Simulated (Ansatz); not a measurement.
**doublet CH5BFN+: levels of theory compared**

Wanted: a comparison of 6 runs (UHF/cc-pVDZ, UB3LYP/6-31G*, UBLYP/cc-pVDZ, USVWN5/cc-pVDZ, RPA@PBE0/cc-pVDZ) of doublet CH5BFN+. 

The calculation is run with Ansatz 0.2.0.

126 further runs of the same task are left out: 126 set aside as unsound or not needed.

## (1) The system as given

CH5BFN+ has 9 atoms, charge +1, and is taken as a doublet. As SMILES of the parent species, `CB(N)F`. The coordinates come from a PBE0-D4/def2-TZVP relaxation. That shape belongs to the parent species and isn't relaxed for this state.

Bond lengths: C1–B2 1.566 Å, B2–N3 1.396 Å, B2–F4 1.347 Å, C1–H5 1.094 Å, C1–H6 1.091 Å, C1–H7 1.094 Å, N3–H8 1.006 Å, N3–H9 1.003 Å. Some angles: C1–B2–N3 124.5°, C1–B2–F4 118.6°, N3–B2–F4 116.9°, B2–C1–H5 110.2°, B2–C1–H6 113.8°, B2–C1–H7 110.2°, B2–N3–H8 122.4°, B2–N3–H9 123.0°, H5–C1–H6 108.1°, H5–C1–H7 106.2°.

## (2) A single-point energy at UHF/cc-pVDZ (run 1)

Input file input.yaml:

```yaml
crystal:
  periodic: [false, false, false]
  atoms:
    - {symbol: C, position_ang: [-0.428400, 0.964700, -0.539000]}
    - {symbol: B, position_ang: [0.098200, -0.482300, -0.251400]}
    - {symbol: "N", position_ang: [0.546200, -0.928100, 0.993800]}
    - {symbol: F, position_ang: [0.128500, -1.370900, -1.263800]}
    - {symbol: H, position_ang: [0.176600, 1.438400, -1.318100]}
    - {symbol: H, position_ang: [-0.424000, 1.616300, 0.336600]}
    - {symbol: H, position_ang: [-1.450400, 0.924300, -0.928000]}
    - {symbol: H, position_ang: [0.878700, -1.865200, 1.143700]}
    - {symbol: H, position_ang: [0.563100, -0.343500, 1.809000]}
basis:
  gaussian:
    orbitals: cc-pVDZ
hamiltonian:
  xc: hf
magnetization:
  spin_polarized: true
  initial_magnetization: 1
output: {orbitals: {seedname: orbitals}}
total_charge: 1
accuracy: high
```

The run is started by

```sh
$ ansatz run input.yaml --threads 1 --pin off --max-ram 3480MiB --events-out events.jsonl --progress --plain --runs-dir runs
```

Standard output:

```text
Warning: RAYON_NUM_THREADS=1 ignored (pool sized by the plan → 1); use --threads N
Functional definition: HF
  name "HF"
  exchange = exact_x
  correlation = 0
1903 factors; integrals over basis functions are off by at most 3.3e-9 eV
mean field evaluation 1: about -5957.9988 eV, gradient 3.4e1 eV
mean field evaluation 2: about -5958.1160 eV, gradient 3.4e1 eV
mean field evaluation 4: about -5963.0584 eV, gradient 3.2e0 eV
mean field evaluation 8: about -5963.1704 eV, gradient 1.6e-1 eV
mean field evaluation 16: about -5963.1708 eV, gradient 9.8e-8 eV
mean field -5963.17077774 eV, -219.1424840998 hartree, gradient 9.8e-8 eV, S^2 0.757924; 0 other end points of the search recorded, 0 dependent functions left out
reference -5963.17077774 eV, -219.1424840998 hartree; 16, 15 occupied and 65, 66 virtual orbitals, 1903 factors
Total energy: -5963.17077774 eV, -219.1424840998 hartree
```

Wall time 2.8 s (1 thread of Arm Neoverse V1, shared host); peak memory 0.24 GiB.

## (3) A single-point energy at UB3LYP/6-31G(d) (spherical functions) (run 2)

Input file job.yaml:

```yaml
crystal:
  periodic: [false, false, false]
  atoms:
    - {symbol: C, position_ang: [-0.428400, 0.964700, -0.539000]}
    - {symbol: B, position_ang: [0.098200, -0.482300, -0.251400]}
    - {symbol: N, position_ang: [0.546200, -0.928100, 0.993800]}
    - {symbol: F, position_ang: [0.128500, -1.370900, -1.263800]}
    - {symbol: H, position_ang: [0.176600, 1.438400, -1.318100]}
    - {symbol: H, position_ang: [-0.424000, 1.616300, 0.336600]}
    - {symbol: H, position_ang: [-1.450400, 0.924300, -0.928000]}
    - {symbol: H, position_ang: [0.878700, -1.865200, 1.143700]}
    - {symbol: H, position_ang: [0.563100, -0.343500, 1.809000]}
basis:
  gaussian: {orbitals: 6-31G_st_-spherical.json}
total_charge: 1
magnetization: {spin_polarized: true, initial_magnetization: 1}
hamiltonian: {xc: {name: B3LYP}}
accuracy: high
output: {orbitals: {seedname: orbitals}}
```

The basis set 6-31G* is read from a file made from the Basis Set Exchange's data (not shown).

The run is started by

```sh
$ ansatz run job.yaml --threads 1 --pin off --max-ram 3480MiB --events-out events.jsonl --progress --plain --runs-dir runs
```

Standard output:

```text
Warning: RAYON_NUM_THREADS=1 ignored (pool sized by the plan → 1); use --threads N
Functional definition: B3LYP
  name "B3LYP"
  parameter a0 = 0.2
  parameter ax = 0.72
  parameter ac = 0.81
  exchange = (1 - a0 - ax)*slater_x + ax*b88_x + a0*exact_x
  correlation = (1 - ac)*vwn_rpa_c + ac*lyp_c
1594 factors; integrals over basis functions are off by at most 3.2e-9 eV
mean field evaluation 1: about -5983.0566 eV, gradient 5.4e1 eV
mean field evaluation 2: about -5965.3487 eV, gradient 8.6e1 eV
mean field evaluation 4: about -5993.9909 eV, gradient 4.5e0 eV
mean field evaluation 8: about -5994.2709 eV, gradient 8.0e-1 eV
mean field evaluation 16: about -5994.2739 eV, gradient 4.1e-4 eV
mean field evaluation 32: about -5994.2739 eV, gradient 2.5e-7 eV
mean field -5994.27388919 eV, -220.2855023630 hartree, gradient 7.1e-8 eV, S^2 0.754330; 5 other end points of the search recorded, 0 dependent functions left out
reference -5994.27391852 eV, -220.2855034408 hartree; 16, 15 occupied and 50, 51 virtual orbitals, 1594 factors
Total energy: -5994.27391852 eV, -220.2855034408 hartree
```

Run time: 17 s. Hardware: 1 thread of Arm Neoverse V1, shared host; peak memory 0.27 GiB.

Runs 3 to 5 aren't shown in full; the table further down has their settings and results.

## (4) A single-point energy at RPA@PBE0/cc-pVDZ (run 6)

Input file in.yaml:

```yaml
crystal:
  periodic: [false, false, false]
  atoms:
    - {symbol: C, position_ang: [-0.428400, 0.964700, -0.539000]}
    - {symbol: B, position_ang: [0.098200, -0.482300, -0.251400]}
    - {symbol: N, position_ang: [0.546200, -0.928100, 0.993800]}
    - {symbol: F, position_ang: [0.128500, -1.370900, -1.263800]}
    - {symbol: H, position_ang: [0.176600, 1.438400, -1.318100]}
    - {symbol: H, position_ang: [-0.424000, 1.616300, 0.336600]}
    - {symbol: H, position_ang: [-1.450400, 0.924300, -0.928000]}
    - {symbol: H, position_ang: [0.878700, -1.865200, 1.143700]}
    - {symbol: H, position_ang: [0.563100, -0.343500, 1.809000]}
basis:
  gaussian: {orbitals: cc-pVDZ}
total_charge: 1
magnetization: {spin_polarized: true, initial_magnetization: 1}
hamiltonian: {xc: pbe0}
correlation: {method: rpa, frozen_orbitals: {B: 1, C: 1, F: 1, H: 0, "N": 1}}
accuracy: high
```

The run is started by

```sh
$ ansatz run in.yaml --threads 1 --pin off --max-ram 3480MiB --events-out events.jsonl --progress --plain --runs-dir runs
```

Standard output:

```text
Warning: RAYON_NUM_THREADS=1 ignored (pool sized by the plan → 1); use --threads N
Functional definition: PBE0
  name "PBE0"
  parameter a = 0.25
  parameter kappa = 0.804
  parameter beta = 0.06672455060314922
  exchange = (1 - a)*pbe_x(kappa = kappa, mu = beta*pi^2/3) + a*exact_x
  correlation = pbe_c(beta = beta)
1903 factors; integrals over basis functions are off by at most 3.3e-9 eV
mean field evaluation 1: about -5977.7166 eV, gradient 5.1e1 eV
mean field evaluation 2: about -5977.9243 eV, gradient 5.1e1 eV
mean field evaluation 4: about -5985.0285 eV, gradient 2.7e1 eV
mean field evaluation 8: about -5987.9626 eV, gradient 1.1e0 eV
mean field evaluation 16: about -5987.9698 eV, gradient 1.5e-3 eV
mean field evaluation 32: about -5987.9698 eV, gradient 1.2e-7 eV
mean field evaluation 64: about -5987.9600 eV, gradient 1.9e-1 eV
mean field -5987.96978501 eV, -220.0538308074 hartree, gradient 5.2e-8 eV, S^2 0.754730; 3 other end points of the search recorded, 0 dependent functions left out
4 core orbitals not correlated: weight in the atoms' cores, before any rotation towards them, 1.000 or more for the frozen orbitals, at most 0.000 for the correlated occupied ones
reference -5962.45734555 eV, -219.1162659503 hartree; 12, 11 occupied and 65, 66 virtual orbitals, 1903 factors
Total energy: -5984.37570410 eV, -219.9217507703 hartree
```

Run time: 27 s. Hardware: 1 thread of Arm Neoverse V1, shared host; peak memory 0.43 GiB.

## (5) The series

```tsv
run	level	Cartesian functions	frozen core orbitals	energy (Eh)	HOMO energy (eV)	LUMO energy (eV)	⟨S²⟩	wall time
1	UHF/cc-pVDZ	no	–	-219.142484	-19.32	-7.65	0.758	2.8 s
2	UB3LYP/6-31G* (spherical functions)	no	–	-220.285503	-15.17	-13.52	0.754	17 s
3	UB3LYP/6-31G* (Cartesian functions)	yes	–	-220.288689	-15.17	-13.52	0.754	17 s
4	UBLYP/cc-pVDZ	no	–	-220.230729	-14.10	-14.03	0.754	17 s
5	USVWN5/cc-pVDZ	no	–	-218.533354	-14.40	–	0.752	9.3 s
6	RPA@PBE0/cc-pVDZ	no	4	-219.921751	–	–	0.755	27 s
```

## (6) Summary of results

| quantity | value |
| --- | --- |
| run 6: total energy | -219.92175 Eh |
| run 6: RPA correlation energy (valence) | -805.5 mEh |
| run 6: ⟨S²⟩ of the reference determinant | 0.755 |

What this shows: Totals of different functionals can't be ranked against each other. All runs together took 90 s, the longest 27 s.
